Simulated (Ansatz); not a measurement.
# Si3W4N4O12: melt and quench

This session takes Si3W4N4O12 and sets out to make an amorphous cell by melting and quenching in short dynamics.

Method: DFT PBE, scalar-relativistic, plane waves, PAW, in Ansatz 0.2.0.

## (1) Starting point

The cell holds 23 atoms (N4O12Si3W4): a = 6.676 Å, b = 6.658 Å, c = 6.611 Å, α = 93.36°, β = 85.42°, γ = 86.70°.

It is the last frame of an earlier stage of the same melt, run at 1520 K.

As a file:

```cif
data_structure
_symmetry_space_group_name_H-M 'P 1'
_symmetry_Int_Tables_number 1
_cell_length_a 6.6761
_cell_length_b 6.6580
_cell_length_c 6.6109
_cell_angle_alpha 93.359
_cell_angle_beta 85.416
_cell_angle_gamma 86.696
_cell_volume 291.83
loop_
_atom_site_label
_atom_site_type_symbol
_atom_site_fract_x
_atom_site_fract_y
_atom_site_fract_z
_atom_site_occupancy
Si1 Si 0.72305 0.43535 0.66933 1
Si2 Si 0.46208 0.13690 0.42069 1
Si3 Si 0.60099 0.20605 0.01476 1
N1 N 0.20099 0.94524 0.81715 1
N2 N 0.68115 0.82084 0.98147 1
N3 N 0.19391 0.51724 0.82335 1
N4 N 0.72230 0.42373 0.95068 1
W1 W 0.29796 0.69837 0.68795 1
W2 W 0.15035 0.48270 0.27351 1
W3 W 0.72231 0.64017 0.15248 1
W4 W 0.14373 0.22875 0.85035 1
O1 O 0.24690 0.23487 0.36295 1
O2 O 0.65791 0.99026 0.88506 1
O3 O 0.53986 0.29208 0.58704 1
O4 O 0.90184 0.23996 0.69508 1
O5 O 0.58515 0.65718 0.66431 1
O6 O 0.83339 0.45028 0.40535 1
O7 O 0.35564 0.24086 0.01095 1
O8 O 0.43078 0.88898 0.42050 1
O9 O 0.09849 0.65345 0.51731 1
O10 O 0.01594 0.67097 0.12250 1
O11 O 0.65675 0.18600 0.24502 1
O12 O 0.41377 0.54425 0.21786 1
```

## (2) Langevin stage at 300 K

One k point, a Fermi-Dirac width of 0.050 eV and a fixed cell.

input.yaml reads:

```yaml
crystal:
  lattice:
    - [6.66777, 0.196322, 0.268763]
    - [0.196322, 6.652151, -0.198532]
    - [0.268763, -0.198532, 6.602412]
  atoms:
    - { symbol: Si, position: [0.7230528531, 0.4353478368, 0.6693266081] }
    - { symbol: Si, position: [0.4620809058, 0.1368979312, 0.4206914129] }
    - { symbol: Si, position: [0.6009933251, 0.2060495306, 0.0147556915] }
    - { symbol: "N", position: [0.2009926337, 0.9452424668, 0.8171514538] }
    - { symbol: "N", position: [0.6811465185, 0.8208422701, 0.9814732819] }
    - { symbol: "N", position: [0.1939122961, 0.5172382989, 0.8233518636] }
    - { symbol: "N", position: [0.7222992949, 0.4237284896, 0.9506761787] }
    - { symbol: W, position: [0.297962931, 0.6983703933, 0.6879455253] }
    - { symbol: W, position: [0.1503501187, 0.4826978121, 0.2735108032] }
    - { symbol: W, position: [0.722310711, 0.6401709239, 0.1524830723] }
    - { symbol: W, position: [0.1437329427, 0.2287459267, 0.8503465104] }
    - { symbol: O, position: [0.2468961914, 0.2348729795, 0.36295128] }
    - { symbol: O, position: [0.6579097378, 0.9902577035, 0.8850577391] }
    - { symbol: O, position: [0.5398640466, 0.2920772974, 0.5870448278] }
    - { symbol: O, position: [0.9018357196, 0.2399586861, 0.6950760105] }
    - { symbol: O, position: [0.5851534165, 0.6571750222, 0.6643094185] }
    - { symbol: O, position: [0.8333880196, 0.4502753907, 0.4053460554] }
    - { symbol: O, position: [0.3556406247, 0.2408618691, 0.0109482764] }
    - { symbol: O, position: [0.4307828147, 0.8889759044, 0.4204985238] }
    - { symbol: O, position: [0.0984902983, 0.6534528288, 0.5173073229] }
    - { symbol: O, position: [0.0159423398, 0.6709666675, 0.1224968622] }
    - { symbol: O, position: [0.6567516844, 0.1860019781, 0.245015344] }
    - { symbol: O, position: [0.4137653756, 0.5442460589, 0.2178622158] }
  symmetry: { detect: false }
basis:
  ecutwfc: 420
  xc_grid: 1
kpoints:
  mp_grid: { grid: [1, 1, 1], shift: [0.0, 0.0, 0.0] }
hamiltonian:
  xc: pbe
scf:
  occupations: { method: fermi_dirac, width: 0.05 }
  lower_state_search: "off"
  convergence: { dr2_threshold: 1.0e-05 }
output:
  forces: true
  stress: true
md:
  timestep: 2.0
  n_steps: 250
  ensemble: nvt_langevin
  friction: 0.03
  temperature: 300.0
  initial_velocities: maxwell_boltzmann
  seed: 89757
```

The run is started by

```
> ansatz run input.yaml --threads 2 --pin off --max-ram 5120MiB --backend cpu --events-out ev --progress --plain --runs-dir out
```

The log of the run (excerpt; [...] marks lines left out):

```text
Warning: scf.convergence.dr2_threshold = 1e-5 eV is looser than this run's default, which is 1e-7 eV or tighter. The error in the forces grows as the threshold's square root, so leave the key out unless less accurate forces are enough
Warning: output.stress: scf.convergence.dr2_threshold = 1e-5 eV is looser than the 2.3e-9 eV advised for a printed stress (1e-10 eV for each atom of the cell: 23). What an SCF threshold leaves in a stress goes as its square root, and in the free energy as the threshold itself, and one [...]
Warning: RAYON_NUM_THREADS=2 ignored (pool sized by the plan → 2); use --threads N
[...]
Pseudopotentials: kind: paw
Pseudopotential: Si, paw, valence charge 4, recommended cutoff 420 eV (normal), Si.paw.azcp
Pseudopotential: N, paw, valence charge 5, recommended cutoff 420 eV (normal), N.paw.azcp
Pseudopotential: W, paw, valence charge 14, recommended cutoff 420 eV (normal), W.paw.azcp
Pseudopotential: O, paw, valence charge 6, recommended cutoff 420 eV (normal), O.paw.azcp
Functional definition: PBE
[...]
Crystal: 23 atoms, lattice volume = 291.831 Å³
Basis set: ecut = 420 eV, 5689 PW (Γ)
Bands: 103, of which v1, the nominal top of the filled ones, is band 80 counted from 1 (79 counted from 0)
Symmetry: 1 space group operations
k-points: 1
[...]
SCF iter   1: F=—  HF=-51792.486545 eV  |F-HF|=—  |Δ(HF+E_count)|=         —  Δρ=1.22e-2  dr2=3.28e-1  ethr=1.77e-3  ⟨swp⟩=6.0  Hψ=413  notcnv=0  defer=7
[...]
md step     0: t =     0.00 fs  T =   287.0 K  F+E_penalty+E_count = -51792.42710452 eV  E_kin = 0.853116 eV  P_inst = 3.3403 GPa  (9 SCF iters)
[...]
md step     8: t =    16.00 fs  T =   639.5 K  F+E_penalty+E_count = -51794.05383661 eV  E_kin = 1.901369 eV  P_inst = 4.2380 GPa  (5 SCF iters)
[...]
md step    16: t =    32.00 fs  T =   514.6 K  F+E_penalty+E_count = -51794.29247261 eV  E_kin = 1.529771 eV  P_inst = 2.6524 GPa  (4 SCF iters)
[...]
md step    24: t =    48.00 fs  T =   391.5 K  F+E_penalty+E_count = -51794.64818592 eV  E_kin = 1.164066 eV  P_inst = 0.3514 GPa  (5 SCF iters)
[...]
md step    32: t =    64.00 fs  T =   516.9 K  F+E_penalty+E_count = -51795.33483729 eV  E_kin = 1.536713 eV  P_inst = 3.3223 GPa  (4 SCF iters)
md step    33: t =    66.00 fs  T =   554.3 K  F+E_penalty+E_count = -51795.39404281 eV  E_kin = 1.648054 eV  P_inst = 3.6589 GPa  (4 SCF iters)
```

## (3) More of the same log: Langevin dynamics at 300 K from the last frame before

The log, continued (excerpt; [...] marks lines left out):

```text
md step    34: t =    68.00 fs  T =   543.9 K  F+E_penalty+E_count = -51795.38403294 eV  E_kin = 1.617017 eV  P_inst = 3.9823 GPa  (4 SCF iters)
[...]
md step    65: t =   130.00 fs  T =   341.0 K  F+E_penalty+E_count = -51795.46379723 eV  E_kin = 1.013657 eV  P_inst = 1.8650 GPa  (5 SCF iters)
[...]
md step    96: t =   192.00 fs  T =   257.1 K  F+E_penalty+E_count = -51795.58627512 eV  E_kin = 0.764294 eV  P_inst = 2.8661 GPa  (5 SCF iters)
[...]
md step   127: t =   254.00 fs  T =   341.4 K  F+E_penalty+E_count = -51795.57428474 eV  E_kin = 1.014899 eV  P_inst = 3.4941 GPa  (5 SCF iters)
[...]
md step   156: t =   312.00 fs  T =   279.6 K  F+E_penalty+E_count = -51795.35607497 eV  E_kin = 0.831141 eV  P_inst = 4.2799 GPa  (5 SCF iters)
md step   157: t =   314.00 fs  T =   232.2 K  F+E_penalty+E_count = -51795.35039410 eV  E_kin = 0.690444 eV  P_inst = 4.4065 GPa  (4 SCF iters)
```

## (4) The output, continued: Langevin dynamics at 300 K from the last frame before

The log, continued (excerpt; [...] marks lines left out):

```text
md step   158: t =   316.00 fs  T =   224.9 K  F+E_penalty+E_count = -51795.37037218 eV  E_kin = 0.668559 eV  P_inst = 4.4976 GPa  (4 SCF iters)
[...]
md step   181: t =   362.00 fs  T =   305.1 K  F+E_penalty+E_count = -51795.55989440 eV  E_kin = 0.907166 eV  P_inst = 4.4038 GPa  (5 SCF iters)
[...]
md step   204: t =   408.00 fs  T =   349.5 K  F+E_penalty+E_count = -51795.39849075 eV  E_kin = 1.039084 eV  P_inst = 3.7540 GPa  (4 SCF iters)
[...]
md step   227: t =   454.00 fs  T =   277.1 K  F+E_penalty+E_count = -51795.31183869 eV  E_kin = 0.823933 eV  P_inst = 3.8855 GPa  (5 SCF iters)
[...]
md step   249: t =   498.00 fs  T =   180.1 K  F+E_penalty+E_count = -51795.70199635 eV  E_kin = 0.535564 eV  P_inst = 5.5673 GPa  (5 SCF iters)
[...]
md step   250: t =   500.00 fs  T =   220.7 K  F+E_penalty+E_count = -51795.77378276 eV  E_kin = 0.656269 eV  P_inst = 5.6531 GPa  (7 SCF iters)
SCF converged after 7 iterations
Free energy (F): -51795.773783 eV
[...]
E sigma→0 (E₀):  -51795.773782 eV
Entropy (-TS):   -0.000002 eV (-0.000 meV/atom)
Fermi energy:    8.198227 eV
[...]
--- Forces (eV/Å), atoms counted from 1 ---
  atom   1  Si     0.47880570    -0.12335544    -1.45975253
  atom   2  Si    -0.13737554    -0.43475561     1.09992095
  atom   3  Si    -0.13426577    -0.62486048    -0.11896206
  atom   4  N     -0.33957372     0.81111484     0.81968083
  atom   5  N      0.27329741     0.63321217    -1.52501967
  atom   6  N     -1.15533415    -0.10022102     0.24111482
  atom   7  N      0.60564045     1.08858139     0.39218547
  atom   8  W      0.06907590    -0.74445709    -0.46265440
[...]
--- Stress (GPa, compression-positive) ---
        6.794826       1.921310      -0.188504
        1.921313       1.709951       2.591024
       -0.188505       2.591023       7.733889
  P = ⅓ Tr σ = 5.4129 GPa (54.129 kbar)
--- MD trajectory: 250 steps, t = 0.0 → 500.0 fs ---
  final state: T = 220.7 K   F+E_penalty+E_count = -51795.77378276 eV   E_kin = 0.656269 eV
```

It took 4.5 min on 2 threads of Arm Neoverse V1, shared host; peak memory 0.4 GiB.

## (5) The trajectory

The trajectory, every 18 steps (energies from step 0); msd is the mean square displacement from the start, the centre of mass held:

```tsv
time (fs)	T (K)	potential energy change (meV/atom)	pressure (GPa)	msd O (Å²)	msd W (Å²)	msd Si (Å²)	msd N (Å²)
0.0	287	0.0	3.3	0.000	0.000	0.000	0.000
36.0	362	-74.9	1.7	0.062	0.002	0.023	0.028
72.0	477	-123.2	4.5	0.066	0.014	0.037	0.043
108.0	263	-112.5	2.0	0.085	0.029	0.054	0.011
144.0	349	-142.5	4.6	0.096	0.025	0.040	0.028
180.0	244	-135.2	3.3	0.091	0.028	0.038	0.050
216.0	270	-129.9	2.3	0.083	0.039	0.028	0.038
252.0	282	-133.6	3.6	0.067	0.054	0.046	0.060
288.0	278	-133.8	3.0	0.084	0.058	0.043	0.073
324.0	357	-139.9	4.3	0.086	0.052	0.032	0.058
360.0	270	-135.6	4.2	0.077	0.056	0.047	0.062
396.0	323	-132.8	3.0	0.097	0.057	0.076	0.049
432.0	426	-132.4	2.9	0.104	0.037	0.081	0.014
468.0	269	-144.6	5.9	0.108	0.040	0.048	0.013
500.0	221	-145.5	5.7	0.088	0.045	0.021	0.063
```

time (fs), T (K) and a bar:
```
      0.0        287 ######
     22.0        575 ##############################
     44.0        383 ##############
     66.0        554 ############################
     86.0        368 #############
    108.0        263 ####
    130.0        341 ##########
    152.0        233 #
    174.0        282 #####
    196.0        320 #########
    218.0        273 #####
    240.0        293 ######
    260.0        288 ######
    282.0        273 #####
    304.0        299 #######
    326.0        332 ##########
    348.0        342 ###########
    370.0        363 ############
    392.0        288 ######
    414.0        389 ##############
    434.0        357 ############
    456.0        323 #########
    478.0        216 
    500.0        221
```

Pair distribution over the second half of the run:

```tsv
r (Å)	g O–O	g N–O	g W–O
0.68	0.00	0.00	0.00
0.84	0.00	0.00	0.00
1.00	0.00	0.00	0.00
1.16	0.00	0.03	0.00
1.32	0.00	1.60	0.00
1.48	0.00	0.09	0.00
1.64	0.00	0.00	0.02
1.80	0.00	0.00	3.55
1.96	0.00	0.00	4.85
2.12	0.00	0.00	1.29
2.28	0.09	0.32	0.58
2.44	1.92	1.18	0.13
2.60	4.11	2.86	0.10
2.76	2.64	2.70	0.14
2.92	1.24	1.85	0.82
3.08	0.72	1.24	1.05
3.24	0.76	1.12	0.70
```

First peaks of g(r) (not always the tallest), and, where a minimum follows, the mean number of second-named atoms round a first-named one up to the next minimum:

```tsv
pair	peak (Å)	height	minimum (Å)	neighbours
O–O	2.60	4.1	-	-
N–O	1.32	1.6	1.56	0.2
W–O	1.88	5.3	2.68	3.3
```

## (6) Frames from the trajectory

Positions (Å) and forces (eV/Å):

```xyz
23
Lattice="6.668 0.196 0.269 0.196 6.652 -0.199 0.269 -0.199 6.602" Properties=species:S:1:pos:R:3:forces:R:3 pbc="T T T" time_fs=124.0 T=315 dE=-2.7573
Si    5.167    2.721    4.308    0.211    0.971    0.277
Si    3.238    0.833    3.046    2.069    0.982   -0.829
Si    4.215    1.463    0.284   -0.699    1.523   -1.288
N     1.661    6.040    5.349   -0.164    1.977    1.285
N     4.889    5.514    6.619   -0.001   -1.058    0.545
N     1.703    3.236    5.364    0.148   -0.873    0.441
N     5.103    2.742    6.306    0.376    1.902    1.249
W     2.360    4.691    4.428    0.592   -1.103   -0.542
W     1.299    3.195    1.686   -2.306    0.896   -0.810
W     4.737    4.341    1.154    3.165   -0.625   -1.991
W     1.249    1.335    5.663    0.070    1.274   -0.664
O     1.861    1.623    2.721   -1.024    1.431   -0.621
O     5.235    6.575    5.904    0.478   -1.852   -0.371
O     4.018    1.539    4.328   -0.945   -0.733   -1.386
O     6.535    1.701    4.672    0.525    0.063    0.699
O     4.198    4.194    4.317    0.699   -0.936    0.350
O     5.741    3.050    2.705   -0.287    0.514    0.047
O     2.602    1.597    0.100   -1.798   -0.169   -0.089
O     3.202    5.947    2.965    0.021   -0.628    0.031
O     1.056    4.363    3.136   -0.321   -0.556   -0.257
O     0.099    4.343    0.779    0.288   -1.075    0.936
O     4.339    1.115    1.790   -0.469   -0.670    3.134
O     2.924    3.956    1.480   -0.623   -1.264   -0.150
23
Lattice="6.668 0.196 0.269 0.196 6.652 -0.199 0.269 -0.199 6.602" Properties=species:S:1:pos:R:3:forces:R:3 pbc="T T T" time_fs=250.0 T=286 dE=-3.0156
Si    5.107    2.710    4.285   -0.144    0.666    0.167
Si    3.158    0.866    2.989   -0.529   -0.925   -1.180
Si    4.020    1.389    0.302    1.461   -0.472   -0.634
N     1.761    6.132    5.410   -0.292    1.045   -0.171
N     4.794    5.325    6.766   -0.316   -0.539    0.172
N     1.869    3.293    5.529   -0.556   -0.798   -0.366
N     4.881    2.723    6.447    1.012    0.100   -0.723
W     2.434    4.762    4.458   -1.304   -1.282   -0.166
W     1.195    3.197    1.638   -0.596   -1.435    1.462
W     4.729    4.148    1.237    1.037   -0.071    0.219
W     1.258    1.433    5.656    0.573    0.926   -0.085
O     1.652    1.577    2.664    0.825   -0.729    0.648
O     5.023    6.328    5.993   -0.076    1.383   -0.786
O     3.812    1.617    4.292    0.864   -0.381   -0.572
O     6.429    1.841    4.849   -0.102   -0.126   -0.119
O     4.267    4.167    4.378    0.706    0.003   -0.262
O     5.807    3.003    2.682   -1.108   -0.305    1.012
O     2.445    1.560    0.279   -1.063   -0.484   -0.166
O     3.114    5.898    2.932    0.782    1.524   -0.110
O     1.082    4.266    3.239    0.249    0.038    0.498
O     0.101    4.407    0.953   -1.399    1.241   -1.339
O     4.368    1.052    1.810   -1.254   -0.510    2.793
O     2.928    3.612    1.713    1.235    1.133   -0.289
23
Lattice="6.668 0.196 0.269 0.196 6.652 -0.199 0.269 -0.199 6.602" Properties=species:S:1:pos:R:3:forces:R:3 pbc="T T T" time_fs=376.0 T=313 dE=-3.1722
Si    5.099    2.669    4.263    0.541   -2.772    0.373
Si    3.151    0.778    2.893    0.321   -0.006    0.993
Si    4.107    1.286    0.183    1.275   -2.023    0.497
N     1.681    5.989    5.441    0.252    0.393   -0.091
N     4.758    5.201    6.626   -0.148   -0.461    0.529
N     1.817    3.134    5.309    0.396    1.366    0.379
N     4.990    2.595    6.393    0.540    0.996   -0.797
W     2.442    4.702    4.479   -1.662    0.005   -1.627
W     1.091    3.168    1.725    0.176    0.355    0.967
W     4.683    4.063    1.162    0.070    0.040   -0.419
W     1.247    1.435    5.601    1.664   -1.785    1.473
O     1.752    1.581    2.576   -0.509   -0.721    0.383
O     5.107    6.172    5.852   -0.163    1.916    0.019
O     3.934    1.433    4.206    0.244    0.193   -0.431
O     6.473    1.745    4.794   -1.284    0.220   -1.193
O     4.299    4.034    4.316   -1.233    2.466    0.363
O     5.683    2.889    2.678    0.561    0.081   -0.333
O     2.560    1.455    0.052   -2.009   -0.500   -0.429
O     3.049    5.874    2.932    0.205   -0.525    0.357
O     0.950    4.225    3.250    0.549    0.281    0.464
O    -0.038    4.248    0.812    0.282    0.588   -0.693
O     4.296    0.947    1.766    0.110   -0.319   -0.540
O     2.813    3.664    1.545   -0.184    0.215   -0.245
23
Lattice="6.668 0.196 0.269 0.196 6.652 -0.199 0.269 -0.199 6.602" Properties=species:S:1:pos:R:3:forces:R:3 pbc="T T T" time_fs=500.0 T=221 dE=-3.3467
Si    5.061    2.741    4.427    0.479   -0.123   -1.460
Si    3.243    0.834    2.927   -0.137   -0.435    1.100
Si    4.178    1.344    0.232   -0.134   -0.625   -0.119
N     1.671    6.061    5.341   -0.340    0.811    0.820
N     4.903    5.360    6.760    0.273    0.633   -1.525
N     1.935    3.203    5.375   -1.155   -0.100    0.241
N     4.927    2.679    6.304    0.606    1.089    0.392
W     2.378    4.760    4.377    0.069   -0.744   -0.463
W     1.197    3.156    1.758   -1.212    0.651    0.375
W     4.787    4.115    1.129   -0.406   -0.112    1.510
W     1.293    1.449    5.697   -0.082    0.460   -1.417
O     1.803    1.558    2.658   -1.069    0.904   -0.359
O     5.304    6.387    5.985   -0.250   -0.553    0.433
O     3.979    1.503    4.207   -0.208   -0.130    0.471
O     6.476    1.814    4.824    0.344    0.316    0.024
O     4.246    4.196    4.321   -0.071    0.292    0.425
O     5.633    3.019    2.718    0.817    0.158    0.289
O     2.581    1.371    0.021    0.793   -0.523    0.860
O     3.128    5.936    2.926    0.341   -0.083   -0.143
O     0.932    4.351    3.199    0.233   -0.727    0.171
O     0.043    4.219    0.798    0.481   -0.093   -0.643
O     4.342    1.162    1.816    0.252   -0.489   -0.882
O     2.846    3.793    1.522    0.379   -0.578   -0.105
```

## (7) Summary of the stages

Means over the second half of each stage, earlier sessions' stages included (the first, hottest stages at a lower cutoff are left out); the pressure holds its kinetic part:

```tsv
thermostat (K)	duration (fs)	mean T (K)	mean P (GPa)	mean potential energy over the last stage (meV/atom)	largest msd at the end (Å²)	wall time
3800	500	3666	9.8	828	5.02	5.9 min
2740	490	2474	6.7	405	1.83	5.9 min
1520	498	1460	6.0	141	0.32	5.4 min
300	500	304	3.9	0	0.08	4.5 min
```

## (8) Outcome

| quantity | value |
| --- | --- |
| 300 K: length | 250 steps of 2 fs |
| 300 K: temperature, first and last step | 287 and 221 K |
| 300 K: temperature, second half | mean 304 K, from 180 to 494 K |

**Reading.** Against a set 300 K the second half averages 304 K with a spread of 55 K (in equilibrium 23 atoms would scatter by about 51 K, over a far longer run). The set temperature drops by 3500 K in 1488 fs, about 2×10^15 K/s: far faster than any laboratory quench, and in so small a cell the end may be disordered or ordered by chance. Averages from a run of 500 fs with 23 atoms are rough. The runs treat W without spin-orbit coupling.
